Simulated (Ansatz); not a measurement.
**CH6BNO: up Jacob's ladder to CCSD(T)**

An exercise on one series of results from a longer session: the logs are not shown, and one member is left open.

Method: functionals in def2-TZVPP, the program's frozen cores in correlated methods; program: Ansatz 0.2.0, Gaussian basis.

Levels to be run: LDA (SPW92), PBE-D4, revPBE-D4, BLYP-D4, r2SCAN-D4, B97M-V, PBE0-D4, B3LYP-D4, r2SCANh-D4, r2SCAN0-D4, HSE06-D4, BHLYP-D4, CAM-B3LYP-D4, LC-ωPBE, ωB97X-V, ωB97M-V, B2PLYP, PBE-QIDH; CCSD(T)/def2-SVP; CCSD(T)/def2-TZVPP; MP2/def2-QZVPP; extrapolation to the limit; RPA on PBE.

## Structure used throughout

An earlier PBE0-D4 in a triple-zeta def2 set relaxation fixed the geometry.

SMILES `NCBO`, 10 atoms, charge 0, spin multiplicity 1.

Atoms are counted from 1 here; the program's logs count them from 0.

Bond lengths: N1–C2 1.481 Å, N1–H5 1.013 Å, N1–H6 1.014 Å, C2–B3 1.567 Å, C2–H7 1.093 Å, C2–H8 1.093 Å, B3–O4 1.357 Å, B3–H9 1.208 Å, O4–H10 0.960 Å. Angles: C2–N1–H5 110.4°, C2–N1–H6 110.6°, H5–N1–H6 106.8°, N1–C2–B3 107.1°, N1–C2–H7 108.1°, N1–C2–H8 107.9°, B3–C2–H7 113.1°, B3–C2–H8 113.6°, H7–C2–H8 106.9°, C2–B3–O4 119.4°, C2–B3–H9 120.9°, O4–B3–H9 119.4°, B3–O4–H10 113.3°.

The first run:

in.yaml reads:

```yaml
crystal:
  periodic: [false, false, false]
  atoms:
    - {symbol: N, position_ang: [-1.414013, -0.250023, -0.623787]}
    - {symbol: C, position_ang: [-0.269685, -0.840125, 0.108160]}
    - {symbol: B, position_ang: [0.692954, 0.337564, 0.484256]}
    - {symbol: O, position_ang: [1.835406, 0.517590, -0.226142]}
    - {symbol: H, position_ang: [-1.090510, 0.234282, -1.453230]}
    - {symbol: H, position_ang: [-1.888645, 0.436993, -0.048894]}
    - {symbol: H, position_ang: [0.199117, -1.587188, -0.538103]}
    - {symbol: H, position_ang: [-0.665973, -1.375033, 0.975499]}
    - {symbol: H, position_ang: [0.378319, 1.154072, 1.316722]}
    - {symbol: H, position_ang: [2.306231, 1.320669, 0.008319]}
basis:
  gaussian: {orbitals: def2-TZVPP}
hamiltonian: {xc: lda}
output: {orbitals: {seedname: orbitals}}
```

Among the steps run: LDA; PBE-D4 (GGA); revPBE-D4 (GGA); BLYP-D4 (GGA); r2SCAN-D4 (meta-GGA); B97M-V (meta-GGA); PBE0-D4 (hybrid); B3LYP-D4 (hybrid); r2SCANh-D4 (hybrid); r2SCAN0-D4 (hybrid); HSE06-D4 (hybrid); BHLYP-D4 (hybrid); CAM-B3LYP-D4 (range-separated); LC-ωPBE (range-separated); ωB97X-V (range-separated); ωB97M-V (range-separated); B2PLYP (double hybrid); PBE-QIDH (double hybrid).

One table of the session follows, with a row left open; its other results are not shown here.

It belongs to the step «Frontier levels by functional». 

```
  functional  HOMO (eV)  gap (eV)
 LDA (SPW92)      -5.33      4.00
      PBE-D4      -5.20      4.15
   revPBE-D4      -5.15      4.21
     BLYP-D4      -5.10      4.16
   r2SCAN-D4      -5.46      4.78
      B97M-V      -5.61      4.85
     PBE0-D4      -6.59      6.50
    B3LYP-D4      -6.37      6.02
  r2SCANh-D4      -5.98      5.64
  r2SCAN0-D4      -6.78      6.92
    HSE06-D4      -6.19      5.71
    BHLYP-D4      -7.95      8.78
CAM-B3LYP-D4      -8.02      8.93
     LC-ωPBE      -9.37     11.52
     ωB97X-V          ?         ?
     ωB97M-V      -8.94     10.66
```

**Question.** Estimate the row for ωB97X-V.

The run gave: HOMO (eV): -9.03; gap (eV): 11.04. In the column «HOMO (eV)» it lies between LC-ωPBE (-9.37) and ωB97M-V (-8.94).
